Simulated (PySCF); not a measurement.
# P: excitation energy in aug-cc-pCVTZ-DK plus 1 even-tempered diffuse shell per l

Each state of phosphorus is computed at each level; their differences give the excitation energy. How far do the methods differ?

Program: PySCF 2.14.0. Level of theory: unrestricted determinants in a Gaussian basis, no spin-orbit coupling in the energies. These are calculated values, not measurements, unless marked.

**1. The system**

```
Element                                   : phosphorus (Z = 15)
Basis                                     : aug-cc-pCVTZ-DK with one added diffuse shell each of s, p, d, f type (9s8p6d4f, 91 functions)
Hamiltonian                               : the spin-free X2C one-electron Hamiltonian (Gaussian nucleus)
State 1                                   : P: [Ne] 3s1 3p3 4s1, high-spin 6S determinant (an excited configuration)
Needed too, but not shown                 : P [Ne] 3s2 3p3 (4S)
Methods                                   : UHF, LDA, PBE, PBE0, r2SCAN, LC-wPBE, TPSS, PW91, M06-L, MP2
Core shells frozen in the correlated runs : valence: [Ne]; valence and next inner shell: 1s2; all electrons: nothing (for P)
```

Outer shells as boxes (Hund's rule):

P [Ne] 3s1 3p3 4s1
```
[Ne] core
3s [↑ ]
3p [↑ ][↑ ][↑ ]
4s [↑ ]
```

The runs were made by one driver on top of PySCF. The scripts below sum up each run's settings (the driver also hands on starting orbitals that pick excited configurations, and frozen orbitals as a list rather than a count), and the logs come from the driver's own runs. The driver starts from symmetry-adapted Hartree-Fock orbitals, holds the occupation by maximum overlap and uses a logarithmic radial grid for functionals, so a plain start would take other cycles.

The integrals over 91 functions and the set-up took 0.39 s of CPU time.

**2. P [Ne] 3s1 3p3 4s1, method by method**

UHF:

Input file input.py:

```python
from pyscf import gto, scf, dft, mp, cc
import basis_set_exchange as bse
mol = gto.M(atom="P 0 0 0", charge=0, spin=5, symmetry="D2h",
            basis=gto.basis.parse(bse.get_basis("aug-cc-pCVTZ-DK", elements=["P"], fmt="nwchem", augment_diffuse=1)),
            nucmod="G")
mf = scf.UHF(mol).sfx2c1e()
mf.irrep_nelec = {'Ag': (4, 2), 'B1u': (2, 1), 'B2u': (2, 1), 'B3u': (2, 1)}
mf.kernel()
```

LDA:

input.py, as changed from the run before:

```diff
@@ -5,3 +5,3 @@
             nucmod="G")
-mf = scf.UHF(mol).sfx2c1e()
+mf = dft.UKS(mol, xc="LDA,VWN").sfx2c1e()
 mf.irrep_nelec = {'Ag': (4, 2), 'B1u': (2, 1), 'B2u': (2, 1), 'B3u': (2, 1)}
```

PBE:

input.py, as changed from the run before:

```diff
@@ -5,3 +5,3 @@
             nucmod="G")
-mf = dft.UKS(mol, xc="LDA,VWN").sfx2c1e()
+mf = dft.UKS(mol, xc="PBE").sfx2c1e()
 mf.irrep_nelec = {'Ag': (4, 2), 'B1u': (2, 1), 'B2u': (2, 1), 'B3u': (2, 1)}
```

PBE0:

input.py, as changed from the run before:

```diff
@@ -5,3 +5,3 @@
             nucmod="G")
-mf = dft.UKS(mol, xc="PBE").sfx2c1e()
+mf = dft.UKS(mol, xc="PBE0").sfx2c1e()
 mf.irrep_nelec = {'Ag': (4, 2), 'B1u': (2, 1), 'B2u': (2, 1), 'B3u': (2, 1)}
```

r2SCAN:

input.py, as changed from the run before:

```diff
@@ -5,3 +5,3 @@
             nucmod="G")
-mf = dft.UKS(mol, xc="PBE0").sfx2c1e()
+mf = dft.UKS(mol, xc="R2SCAN").sfx2c1e()
 mf.irrep_nelec = {'Ag': (4, 2), 'B1u': (2, 1), 'B2u': (2, 1), 'B3u': (2, 1)}
```

LC-wPBE:

input.py, as changed from the run before:

```diff
@@ -5,3 +5,3 @@
             nucmod="G")
-mf = dft.UKS(mol, xc="R2SCAN").sfx2c1e()
+mf = dft.UKS(mol, xc="LC_WPBE").sfx2c1e()
 mf.irrep_nelec = {'Ag': (4, 2), 'B1u': (2, 1), 'B2u': (2, 1), 'B3u': (2, 1)}
```

TPSS:

input.py, as changed from the run before:

```diff
@@ -5,3 +5,3 @@
             nucmod="G")
-mf = dft.UKS(mol, xc="LC_WPBE").sfx2c1e()
+mf = dft.UKS(mol, xc="TPSS").sfx2c1e()
 mf.irrep_nelec = {'Ag': (4, 2), 'B1u': (2, 1), 'B2u': (2, 1), 'B3u': (2, 1)}
```

PW91:

input.py, as changed from the run before:

```diff
@@ -5,3 +5,3 @@
             nucmod="G")
-mf = dft.UKS(mol, xc="TPSS").sfx2c1e()
+mf = dft.UKS(mol, xc="PW91,PW91").sfx2c1e()
 mf.irrep_nelec = {'Ag': (4, 2), 'B1u': (2, 1), 'B2u': (2, 1), 'B3u': (2, 1)}
```

M06-L:

input.py, as changed from the run before:

```diff
@@ -5,3 +5,3 @@
             nucmod="G")
-mf = dft.UKS(mol, xc="PW91,PW91").sfx2c1e()
+mf = dft.UKS(mol, xc="M06L").sfx2c1e()
 mf.irrep_nelec = {'Ag': (4, 2), 'B1u': (2, 1), 'B2u': (2, 1), 'B3u': (2, 1)}
```

**3. P [Ne] 3s1 3p3 4s1, continued**

MP2 (valence):

Edit input.py of step 2 so:

```diff
@@ -5,4 +5,5 @@
             nucmod="G")
-mf = dft.UKS(mol, xc="M06L").sfx2c1e()
+mf = scf.UHF(mol).sfx2c1e()
 mf.irrep_nelec = {'Ag': (4, 2), 'B1u': (2, 1), 'B2u': (2, 1), 'B3u': (2, 1)}
 mf.kernel()
+mp.UMP2(mf, frozen=5).kernel()
```

MP2 (valence and next inner shell):

input.py, as changed from the run before:

```diff
@@ -8,2 +8,2 @@
 mf.kernel()
-mp.UMP2(mf, frozen=5).kernel()
+mp.UMP2(mf, frozen=1).kernel()
```

MP2 (all electrons):

input.py, as changed from the run before:

```diff
@@ -8,2 +8,2 @@
 mf.kernel()
-mp.UMP2(mf, frozen=1).kernel()
+mp.UMP2(mf, frozen=0).kernel()
```

What does the calculation give?

As calculated:

| quantity | value |
| --- | --- |
| excitation energy, P → [Ne] 3s1 3p3 4s1 | UHF 10.494, MP2 (all electrons) 12.171 eV |

**Reading.** The methods span 2.127 eV, from UHF (10.494) to TPSS (12.621). No reference value is at hand in this session. The basis is finite, and no extrapolation was made.
